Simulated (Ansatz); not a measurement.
**Arsenic, omega (AlB2-type) under LDA: ground state and equation of state**

The plan for arsenic in the omega (AlB2-type) structure: relax it, solve it on a dense k-mesh, then scale the cell to 7 volumes from 88 to 112 % of the relaxed one and try a fit of the equation of state. Spin polarisation is left out. The k-meshes are 8×8×11 for the relaxation; 10×10×15 for the dense run; 9×9×13 for the volumes.

Program: Ansatz 0.2.0. Level of theory: DFT LDA (PW92), plane waves (420 eV) with PAW, scalar-relativistic; PBE-made PAW files. These are calculated values, not measurements.

### Step 1. Starting point

Symmetry: P6/mmm, No. 191, hexagonal system. The conventional cell has a = 4.694 Å, b = 4.694 Å, c = 2.877 Å, α = 90.00°, β = 90.00°, γ = 120.00°. As (site symmetry 6/mmm) is surrounded by 14 As at 2.88 to 3.07 Å. As (site symmetry -6m2) is surrounded by 11 As at 2.71 to 3.07 Å.

Structure file:

```xyz
3
Lattice="4.6939 0.0000 0.0000 -2.3470 4.0650 0.0000 0.0000 0.0000 2.8774" Properties=species:S:1:pos:R:3 pbc="T T T"
As    0.0000    0.0000    0.0000
As    0.0000    2.7100    1.4387
As    2.3470    1.3550    1.4387
```

### Step 2. Relaxation of the cell

The input, input.yaml:

```yaml
crystal:
  lattice:
    - [4.6939060714, 0.0, 0.0]
    - [-2.3469530357, 4.0650419008, 0.0]
    - [0.0, 0.0, 2.8773644218]
  atoms:
    - { symbol: As, position: [0.0, 0.0, 0.0] }
    - { symbol: As, position: [0.3333333333, 0.6666666667, 0.5] }
    - { symbol: As, position: [0.6666666667, 0.3333333333, 0.5] }
hamiltonian:
  xc: lda
  pseudopotentials:
    kind: paw
    azcp:
      As: "pseudopotentials/As.paw.azcp"
basis:
  ecutwfc: 420
  fft_grid_basis: typed
kpoints:
  mp_grid: { grid: [8, 8, 11], shift: [0, 0, 0] }
magnetization:
  spin_polarized: false
scf:
  occupations: { method: fermi_dirac, width: 0.1 }
relax:
  max_steps: 60
  f_tol: 0.01
  cell: {}
```

Further steps of the session: Single point on a dense mesh; The cell scaled to 88 % of its volume; The cell scaled to 92 % of its volume; The cell scaled to 96 % of its volume; The cell scaled to 100 % of its volume; The cell scaled to 104 % of its volume; The cell scaled to 108 % of its volume; The cell scaled to 112 % of its volume.

Before running it: what results should come out? Wanted: space group; conventional cell; volume; shortest distance; gap on the mesh; relative to grey arsenic; highest ELF outside the cores; V₀, B₀, B₀′.

As calculated:

```
                      quantity                                   value
space group (spins left aside)                        P6/mmm (No. 191)
             conventional cell  a = 4.752 Å, c = 2.765 Å (c/a = 0.582)
                        volume                          18.026 Å³/atom
             shortest distance                                 2.743 Å
               gap on the mesh            none (levels filled in part)
 relative to grey arsenic (A7)                           +398 meV/atom
 highest ELF outside the cores      0.66, 0.86 Å from the nearest atom
                   V₀, B₀, B₀′             18.066 Å³/atom, 95 GPa, 4.4
```

**Reading.** The relaxation shrank the cell by 1.5 % in volume. It lies 398 meV/atom above the element's reference form at the same level (grey arsenic (A7), from a run of its own), so it is far from stable. No gap shows: it is a metal or semimetal at this level. B₀ comes out at 95 GPa; letting shape and positions relax at each volume could only lower it. The symmetry was held, so the structure may be unstable against distortions that break it.
